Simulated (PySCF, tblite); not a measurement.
# C₅H₁₄OS₂Si₂: geometry, infrared bands and NMR shifts

What infrared bands and NMR shifts should C₅H₁₄OS₂Si₂ (`C[Si](C)(C)O[SiH]1SCCS1`) show?

Programs: tblite 0.8.0 and PySCF 2.14.0, with density-fitted response routines of our own. Each step states its level of theory. These are calculated values for one molecule in the gas phase, unless marked as measured. Atoms count from 0, in the outputs and in this text.

## 1. The molecule as given

24 atoms, charge 0, multiplicity 1; geometry from: force field or distance geometry start.

Bonds of the start (Å): C0–Si1 1.87, Si1–C2 1.85, Si1–C3 1.88, Si1–O4 1.71, O4–Si5 1.69, Si5–S6 2.17, S6–C7 1.83, C7–C8 1.50, C8–S9 1.84, S9–Si5 2.16, C0–H10 1.11, C0–H11 1.10, C0–H12 1.13, C2–H13 1.12, C2–H14 1.10, C2–H15 1.11, C3–H16 1.11, C3–H17 1.10, C3–H18 1.09, Si5–H19 1.47, C7–H20 1.10, C7–H21 1.11, C8–H22 1.12, C8–H23 1.11.

## 2. Geometry optimisation with GFN2-xTB

What the job is given:

```
{"job": {"kind": "relax", "xc": "GFN2-xTB", "basis": "xTB"}, "charge": 0, "multiplicity": 1}
C     -3.143000    -1.092500     0.886500
Si    -1.625800    -0.346100     0.078600
C     -1.582100     1.429700     0.601800
C     -1.876300    -0.557100    -1.768500
O     -0.198500    -1.184800     0.521300
Si     1.096000    -0.189400     0.949300
S      2.968000    -1.271900     0.796700
C      3.927600     0.000800    -0.095600
C      3.085600     0.455100    -1.251200
S      1.593200     1.270200    -0.559100
H     -3.132900    -0.746300     1.945900
H     -3.157300    -2.186600     0.789100
H     -4.031900    -0.616300     0.382900
H     -2.576300     1.780600     0.975400
H     -1.245000     2.028200    -0.259900
H     -0.842100     1.519300     1.429000
H     -2.050200    -1.645300    -1.937400
H     -2.775400    -0.021900    -2.116800
H     -0.967800    -0.258300    -2.284700
H      0.959900     0.475900     2.248600
H      4.261400     0.809400     0.572700
H      4.822600    -0.534300    -0.488600
H      3.669000     1.256800    -1.777900
H      2.809600    -0.355500    -1.963800
```

The run is started by

```sh
$ OMP_NUM_THREADS=1 python probes_run.py task.json out
```

The driver reads the jobs from task.json and runs them one after another.

The log of the run:

```text
step      E/eV     max force
  0    -869.96387    2.394
  1    -870.23686    1.474
  2    -870.38881    1.044
  3    -870.47081    0.854
  4    -870.55025    0.466
  5    -870.57673    0.460
  6    -870.60922    0.468
  7    -870.62576    0.271
  8    -870.63766    0.264
  9    -870.64633    0.217
 10    -870.65563    0.238
 11    -870.66543    0.227
 12    -870.67584    0.230
 13    -870.68592    0.234
 14    -870.69650    0.242
 15    -870.70912    0.284
 16    -870.72355    0.332
 17    -870.73768    0.257
 18    -870.75082    0.217
 19    -870.76346    0.224
 20    -870.77659    0.309
 21    -870.78829    0.290
 22    -870.79509    0.164
 23    -870.79895    0.157
 24    -870.80326    0.167
 25    -870.80992    0.262
 26    -870.81891    0.304
 27    -870.82768    0.214
 28    -870.83438    0.195
 29    -870.84001    0.200
 30    -870.84544    0.249
 31    -870.85092    0.268
 32    -870.85567    0.179
 33    -870.85901    0.123
 34    -870.86129    0.100
 35    -870.86315    0.131
 36    -870.86480    0.120
 37    -870.86653    0.117
 38    -870.86861    0.106
 39    -870.87108    0.122
 40    -870.87315    0.126
 41    -870.87546    0.110
 42    -870.87780    0.096
 43    -870.88019    0.092
 44    -870.88217    0.110
 45    -870.88373    0.078
 46    -870.88516    0.093
 47    -870.88686    0.096
 48    -870.88885    0.098
 49    -870.89058    0.082
 50    -870.89177    0.065
 51    -870.89260    0.069
 52    -870.89334    0.083
 53    -870.89408    0.084
 54    -870.89484    0.069
 55    -870.89579    0.062
 56    -870.89672    0.086
 57    -870.89790    0.079
 58    -870.89929    0.081
 59    -870.90051    0.085
 60    -870.90158    0.073
 61    -870.90264    0.071
 62    -870.90393    0.062
 63    -870.90543    0.070
 64    -870.90675    0.076
 65    -870.90744    0.061
 66    -870.90776    0.081
 67    -870.90839    0.049
 68    -870.90894    0.036
 69    -870.90959    0.042
 70    -870.91026    0.049
 71    -870.91085    0.041
 72    -870.91134    0.038
 73    -870.91175    0.039
 74    -870.91211    0.039
 75    -870.91240    0.039
 76    -870.91268    0.034
 77    -870.91301    0.033
 78    -870.91339    0.039
 79    -870.91380    0.039
 80    -870.91417    0.039
 81    -870.91447    0.034
 82    -870.91473    0.033
 83    -870.91494    0.032
 84    -870.91514    0.026
 85    -870.91530    0.036
 86    -870.91545    0.033
 87    -870.91560    0.034
 88    -870.91578    0.020
 89    -870.91587    0.021
 90    -870.91598    0.020
 91    -870.91606    0.017
 92    -870.91612    0.016
 93    -870.91618    0.016
 94    -870.91625    0.017
 95    -870.91634    0.019
 96    -870.91642    0.020
 97    -870.91649    0.016
 98    -870.91654    0.015
 99    -870.91660    0.024
100    -870.91669    0.030
101    -870.91682    0.029
102    -870.91697    0.023
103    -870.91711    0.031
104    -870.91725    0.028
105    -870.91742    0.038
106    -870.91761    0.044
107    -870.91781    0.034
108    -870.91792    0.022
109    -870.91798    0.020
110    -870.91807    0.024
111    -870.91817    0.029
112    -870.91826    0.021
113    -870.91832    0.017
114    -870.91837    0.016
115    -870.91843    0.017
116    -870.91849    0.021
117    -870.91856    0.023
118    -870.91863    0.020
119    -870.91870    0.019
120    -870.91876    0.024
121    -870.91881    0.017
122    -870.91887    0.014
123    -870.91891    0.012
124    -870.91893    0.014
125    -870.91895    0.010
126    -870.91897    0.010
127    -870.91899    0.012
128    -870.91901    0.011
129    -870.91902    0.010
```

It took 7 s on 1 thread of AMD EPYC, shared host; peak memory 0.18 GiB.

Along the way: (not every step is listed)

```csv
step,energy from step 0 (eV),largest force (eV/Å)
0,0.0000,2.3943
1,-0.2730,1.4736
2,-0.4249,1.0439
3,-0.5069,0.8539
4,-0.5864,0.4663
5,-0.6129,0.4596
6,-0.6454,0.4676
7,-0.6619,0.2708
8,-0.6738,0.2643
19,-0.7996,0.2238
30,-0.8816,0.2486
41,-0.9116,0.1101
52,-0.9295,0.0826
63,-0.9416,0.0701
74,-0.9482,0.0392
85,-0.9514,0.0362
96,-0.9525,0.0201
107,-0.9539,0.0339
118,-0.9548,0.0199
124,-0.9551,0.0142
125,-0.9551,0.0103
126,-0.9551,0.0105
127,-0.9551,0.0119
128,-0.9551,0.0114
129,-0.9552,0.0100
```

Close pairs (by a distance rule), those that changed most:

```
  bond  before (Å)  after (Å)  change (Å)
O4–Si5       1.688      1.594      -0.094
Si1–O4       1.714      1.658      -0.056
Si1–C2       1.852      1.901      +0.049
C0–H12       1.127      1.085      -0.042
C2–H13       1.119      1.085      -0.033
C8–H22       1.123      1.090      -0.033
Si5–S6       2.168      2.135      -0.033
C0–H10       1.115      1.086      -0.029
```

The end geometry stands in the next job.

## 3. Harmonic vibrations with GFN2-xTB

What the job is given:

```
{"job": {"kind": "ir", "xc": "GFN2-xTB", "basis": "xTB"}, "charge": 0, "multiplicity": 1}
C     -2.903548    -1.273338     1.099424
Si    -1.785089    -0.118245     0.090508
C     -2.099955     1.723147     0.440165
C     -1.794108    -0.500902    -1.772602
O     -0.258978    -0.448294     0.648579
Si     1.245012     0.010151     0.909865
S      2.597234    -1.584421     0.475891
C      3.869221    -0.464084    -0.202746
C      3.262836     0.500618    -1.195836
S      1.961414     1.529407    -0.423435
H     -2.830081    -1.062547     2.162032
H     -2.630449    -2.313916     0.953762
H     -3.943038    -1.160337     0.810398
H     -3.062650     2.049836     0.060687
H     -1.333144     2.337208    -0.024905
H     -2.077574     1.930904     1.506498
H     -1.491650    -1.526556    -1.966413
H     -2.781442    -0.361933    -2.202255
H     -1.107878     0.150110    -2.307967
H      1.377218     0.476454     2.278226
H      4.333716     0.067679     0.628082
H      4.614120    -1.094696    -0.687331
H      4.017966     1.188364    -1.575849
H      2.809111    -0.034842    -2.030293
```

The log of the run:

```text
mode    cm-1     km/mol
  1      -6.3      1.10
  2      10.7      0.03
  3      32.0      0.66
  4      55.0      6.05
  5      93.8      0.02
  6     111.9      0.02
  7     119.1      0.20
  8     123.0      0.31
  9     134.5      1.73
 10     157.3      1.29
 11     179.8      1.15
 12     201.6     15.80
 13     221.3      0.35
 14     237.7     21.44
 15     265.4     29.14
 16     277.4     33.75
 17     410.5      1.74
 18     456.4     49.09
 19     545.8     33.16
 20     562.1      9.21
 21     606.6    229.46
 22     656.4     75.24
 23     667.4      4.10
 24     692.7      4.21
 25     719.9    165.47
 26     744.5      5.85
 27     750.8      5.12
 28     775.8      0.07
 29     795.8      2.25
 30     796.5      1.45
 31     854.3      1.54
 32     857.0    207.80
 33     861.7    220.24
 34     876.6    280.88
 35     938.1      1.48
 36    1036.5      4.01
 37    1068.0    891.95
 38    1086.0      1.17
 39    1140.0      0.14
 40    1235.4     13.48
 41    1259.4     12.91
 42    1370.8     26.55
 43    1373.1     25.07
 44    1376.1     16.58
 45    1439.2      4.84
 46    1450.0      0.27
 47    1475.2      0.03
 48    1475.7      0.65
 49    1478.2      0.38
 50    1480.5      1.54
 51    1481.6      0.80
 52    1483.8      2.47
 53    2340.9    203.53
 54    2975.2      0.64
 55    2986.5     21.83
 56    2995.2      5.23
 57    2999.7      9.21
 58    3031.5      7.62
 59    3033.3     17.06
 60    3034.5     41.81
 61    3036.7      3.69
 62    3043.8     25.73
 63    3046.9     13.10
 64    3048.0     19.23
 65    3053.5     12.95
 66    3057.3     66.69
```

It took 6.8 s on 1 thread of AMD EPYC, shared host; peak memory 0.18 GiB.

The strongest bands and the atoms that carry them (share of the mass-weighted mode):

```
cm⁻¹  km/mol                                   atoms
 607   229.5                      H19 81 %, Si5 11 %
 656    75.2     H19 18 %, C2 13 %, C0 12 %, C3 12 %
 720   165.5                      H19 64 %, Si5 17 %
 857   207.8  Si1 24 %, H10 17 %, H11 13 %, H15 12 %
 862   220.2            Si1 25 %, H18 15 %, H14 13 %
 877   280.9  Si1 17 %, H12 15 %, H17 13 %, H13 13 %
1068   892.0                       O4 75 %, Si5 21 %
2341   203.5                                H19 97 %
```

## 4. Optimising the geometry at PBE0-D3(BJ)/def2-SVP

What the job is given:

```
{"job": {"xc": "PBE0", "basis": "def2-SVP", "d3": "d3bj", "grid": 1, "shake": 0.01, "kind": "geom"}, "charge": 0, "multiplicity": 1}
C     -2.883140    -1.298890     1.103600
Si    -1.790770    -0.122770     0.088350
C     -2.120150     1.720830     0.431510
C     -1.760880    -0.498640    -1.776130
O     -0.261790    -0.454970     0.638030
Si     1.241100     0.014970     0.907480
S      2.606810    -1.586420     0.476130
C      3.884680    -0.458630    -0.207800
C      3.261010     0.506020    -1.176490
S      1.958720     1.526970    -0.413410
H     -2.838950    -1.065460     2.170860
H     -2.624650    -2.313000     0.960460
H     -3.971320    -1.150120     0.800800
H     -3.079340     2.052600     0.067690
H     -1.337590     2.326440    -0.024640
H     -2.078100     1.944960     1.513970
H     -1.489710    -1.515440    -1.968470
H     -2.790700    -0.356090    -2.196430
H     -1.110030     0.142280    -2.305680
H      1.352280     0.483360     2.283140
H      4.317330     0.068290     0.618440
H      4.621690    -1.115040    -0.696480
H      4.025060     1.199930    -1.597430
H      2.804130    -0.031560    -2.036390
```

The log of the run:

```text
step   0  E = -1648.28745055  max force = 0.045917
step   1  E = -1648.29828241  max force = 0.004048
step   2  E = -1648.29898322  max force = 0.002318
step   3  E = -1648.29969625  max force = 0.002855
step   4  E = -1648.30022590  max force = 0.003475
step   5  E = -1648.30059391  max force = 0.002825
step   6  E = -1648.30082846  max force = 0.002264
step   7  E = -1648.30097783  max force = 0.001969
step   8  E = -1648.30112758  max force = 0.002016
step   9  E = -1648.30139193  max force = 0.002409
step  10  E = -1648.30180876  max force = 0.002154
step  11  E = -1648.30208415  max force = 0.002079
step  12  E = -1648.30243294  max force = 0.001355
step  13  E = -1648.30253258  max force = 0.001017
step  14  E = -1648.30257358  max force = 0.000704
step  15  E = -1648.30258933  max force = 0.000260
step  16  E = -1648.30259694  max force = 0.000148
optimisation converged
```

It took 23 min on 1 thread of AMD EPYC, shared host; peak memory 1 GiB.

Step by step:

```
step  energy from step 0 (eV)  largest force component (eV/Å)
   0                   0.0000                          2.3611
   1                  -0.2947                          0.2082
   2                  -0.3138                          0.1192
   3                  -0.3332                          0.1468
   4                  -0.3476                          0.1787
   5                  -0.3576                          0.1453
   6                  -0.3640                          0.1164
   7                  -0.3681                          0.1013
   8                  -0.3722                          0.1037
   9                  -0.3794                          0.1239
  10                  -0.3907                          0.1108
  11                  -0.3982                          0.1069
  12                  -0.4077                          0.0697
  13                  -0.4104                          0.0523
  14                  -0.4115                          0.0362
  15                  -0.4119                          0.0134
  16                  -0.4122                          0.0076
```

Distances of close pairs at the start and the end, largest changes first:

| bond | before (Å) | after (Å) | change (Å) |
| --- | --- | --- | --- |
| C3–H18 | 1.056 | 1.102 | +0.046 |
| C0–H11 | 1.056 | 1.101 | +0.045 |
| O4–Si5 | 1.598 | 1.639 | +0.041 |
| C0–H12 | 1.139 | 1.102 | -0.038 |
| Si1–C2 | 1.904 | 1.870 | -0.034 |
| C0–Si1 | 1.899 | 1.868 | -0.031 |
| C3–H16 | 1.070 | 1.101 | +0.031 |
| Si1–O4 | 1.658 | 1.688 | +0.030 |

The end geometry stands in the next job.

```csv
at the end point,value
point group (found at 0.08 Å tolerance),C1
"rotational constants (GHz, main isotopes)","1.193, 0.490, 0.442"
dipole moment (D),1.88
```

## 5. NMR shieldings: PBE0/pcSseg-1

What the job is given:

```
{"job": {"kind": "nmr", "xc": "PBE0", "basis": "pcSseg-1"}, "charge": 0, "multiplicity": 1}
C     -2.815797    -1.255823     0.906556
Si    -1.600860     0.017926     0.281724
C     -2.303582     1.748963     0.353263
C     -1.015666    -0.391808    -1.450061
O     -0.283860    -0.026618     1.336689
Si     1.347785     0.127053     1.322279
S      2.283076    -1.625564     0.498330
C      3.429504    -0.732766    -0.615158
C      2.761555     0.460554    -1.264259
S      2.120668     1.630902    -0.009056
H     -3.113094    -1.038407     1.944105
H     -2.368705    -2.261927     0.885761
H     -3.726475    -1.273562     0.286996
H     -3.201096     1.846725    -0.277922
H     -1.555640     2.477157     0.001683
H     -2.580666     2.017021     1.384685
H     -0.441182    -1.331179    -1.456765
H     -1.866313    -0.499481    -2.141642
H     -0.368096     0.412572    -1.833512
H      1.746081     0.434486     2.717622
H      4.318979    -0.421971    -0.046779
H      3.743329    -1.462805    -1.377738
H      3.485731     1.029894    -1.867056
H      1.939461     0.139292    -1.920977
```

With the program's defaults for keys left out, this is: GIAO PBE0/pcSseg-1 NMR shielding, non-relativistic, gas phase.

The log of the run:

```text
coarse grid: 21696 points
cycle   1  E = -1648.5837854721  dE =  9.177e-01  |g| = 8.834e-01  |ddm| = 4.525e+00
cycle   2  E = -1648.3754036668  dE =  2.084e-01  |g| = 1.364e+00  |ddm| = 1.920e+00
cycle   3  E = -1648.7354746789  dE = -3.601e-01  |g| = 2.120e-01  |ddm| = 1.382e+00
cycle   4  E = -1648.7450392177  dE = -9.565e-03  |g| = 4.086e-02  |ddm| = 2.186e-01
cycle   5  E = -1648.7454075043  dE = -3.683e-04  |g| = 1.085e-02  |ddm| = 4.718e-02
cycle   6  E = -1648.7454401308  dE = -3.263e-05  |g| = 3.328e-03  |ddm| = 1.936e-02
cycle   7  E = -1648.7454427494  dE = -2.619e-06  |g| = 9.996e-04  |ddm| = 4.683e-03
final grid: 189800 points
cycle   8  E = -1648.8172602377  dE = -3.380e-05  |g| = 1.266e-02  |ddm| = 3.946e-02
cycle   9  E = -1648.8172290481  dE =  3.119e-05  |g| = 1.764e-02  |ddm| = 2.344e-02
cycle  10  E = -1648.8172943733  dE = -6.533e-05  |g| = 2.236e-03  |ddm| = 1.474e-02
cycle  11  E = -1648.8172954515  dE = -1.078e-06  |g| = 2.078e-04  |ddm| = 2.245e-03
cycle  12  E = -1648.8172954597  dE = -8.205e-09  |g| = 1.049e-04  |ddm| = 3.512e-04
cycle  13  E = -1648.8172954622  dE = -2.577e-09  |g| = 3.215e-05  |ddm| = 1.315e-04
cycle  14  E = -1648.8172954625  dE = -2.415e-10  |g| = 6.153e-06  |ddm| = 3.140e-05
converged SCF energy = -1648.8172954625

GIAO shielding tensors (ppm)
atom      isotropic    diamagn.    paramagn.     s11        s22        s33       span
  0 C      182.872     255.514     -72.642    173.893    183.632    191.092     17.198
  1 Si     327.917     881.819    -553.902    311.782    325.181    346.790     35.008
  2 C      182.408     256.322     -73.914    174.141    182.827    190.255     16.114
  3 C      181.850     259.786     -77.936    174.875    184.082    186.592     11.716
  4 O      232.635     405.132    -172.497    220.536    229.371    247.998     27.462
  5 Si     335.952     879.217    -543.265    301.578    338.938    367.341     65.762
  6 S      575.724    1059.934    -484.210    474.538    541.747    710.886    236.348
  7 C      142.032     251.951    -109.919    104.953    154.535    166.609     61.656
  8 C      145.218     252.124    -106.906    116.839    155.184    163.631     46.791
  9 S      565.975    1060.204    -494.228    456.032    570.283    671.610    215.577
 10 H       30.916      29.225       1.691     26.784     28.382     37.583     10.799
 11 H       30.971      31.595      -0.624     26.298     29.748     36.866     10.568
 12 H       31.448      28.835       2.613     27.239     28.500     38.605     11.366
 13 H       31.405      29.374       2.031     27.301     28.221     38.692     11.391
 14 H       30.780      32.996      -2.216     25.645     30.480     36.214     10.570
 15 H       30.940      29.844       1.096     27.194     28.096     37.530     10.336
 16 H       30.615      34.611      -3.995     25.969     30.168     35.709      9.740
 17 H       31.339      31.409      -0.069     26.766     28.307     38.945     12.180
 18 H       31.035      35.377      -4.342     26.737     30.333     36.036      9.299
 19 H       25.326      28.021      -2.695     20.733     23.143     32.103     11.370
 20 H       28.716      29.215      -0.499     22.535     26.472     37.141     14.606
 21 H       28.286      29.382      -1.097     21.813     25.997     37.047     15.235
 22 H       28.438      29.590      -1.152     22.157     26.085     37.071     14.914
 23 H       28.575      33.335      -4.759     23.586     27.536     34.604     11.018
```

It took 3.1 min on 1 thread of AMD EPYC, shared host; peak memory 1.4 GiB.

Shifts follow as δ = σ(reference) − σ, with reference shieldings (ppm) from runs at the same level and on the same kind of geometry: 1H TMS 31.27, 13C TMS 184.4, 29Si TMS 352.0, 17O H2O 334.6, 33S CS2 496. The references are single molecules in the gas phase, so shifts against H2O, NH3, PH3, H3PO4 or CFCl3 are not on the usual liquid scales and can be off by tens of ppm. Atoms listed in one row are averaged.

```
                             atoms                                                   environment  σ (ppm)  δ (ppm)  δ scaled to CDCl3
                            C7, C8                                           sp3 CH2 bonded to S    143.6     40.8               35.5
                        C0, C2, C3                                    methyl carbon bonded to Si    182.4      2.0                1.5
                               H19  hydrogen on a silicon bonded to O, 2 S, in a 5-membered ring    25.33     5.94                  –
                          H21, H23                            hydrogen on an sp3 CH2 bonded to S    28.43     2.84               2.90
                          H20, H22                            hydrogen on an sp3 CH2 bonded to S    28.58     2.69               2.77
H10, H11, H12, H13, H14 and 4 more                      hydrogen on a methyl carbon bonded to Si    31.05     0.22               0.42
                               Si1                                      silicon bonded to 3 C, O    327.9     24.1                  –
                               Si5             silicon bonded to O, 2 S, H, in a 5-membered ring    336.0     16.0                  –
                                O4                                         oxygen bonded to 2 Si    232.6    101.9                  –
                            S6, S9                  sulfur bonded to C, Si, in a 5-membered ring      571      -75                  –
```

The scaled column applies a straight-line fit of computed shieldings to shifts measured in CDCl3, with any fitted terms for Cl, Br or S neighbours (root-mean-square error 0.21 ppm for H, 2.0 ppm for C).

Charges from the same density, by scheme (e):

| atoms | Mulliken | IAO | Hirshfeld | ESP fit |
| --- | --- | --- | --- | --- |
| C0, C2, C3 | -0.65 | -0.74 | -0.22 | -0.71 |
| Si1 | 1.11 | 1.30 | 0.46 | 1.07 |
| O4 | -0.76 | -0.86 | -0.31 | -0.52 |
| Si5 | 0.88 | 0.94 | 0.36 | 0.68 |
| S6, S9 | -0.27 | -0.20 | -0.09 | -0.28 |
| C7, C8 | -0.33 | -0.32 | -0.07 | -0.27 |

Mayer bond orders: C0–Si1 0.97, Si1–C2 0.98, Si1–C3 0.96, Si1–O4 0.81, O4–Si5 1.01, Si5–S6 0.97, S6–C7 1.00, C7–C8 1.01, C8–S9 1.00, S9–Si5 0.96.

Ring of atoms Si5, S6, C7, C8, S9: NICS(0) -9.0, NICS(1) -5.3, NICS(1)zz -4.7 ppm (means of both faces).

[end of part 1 of 2]
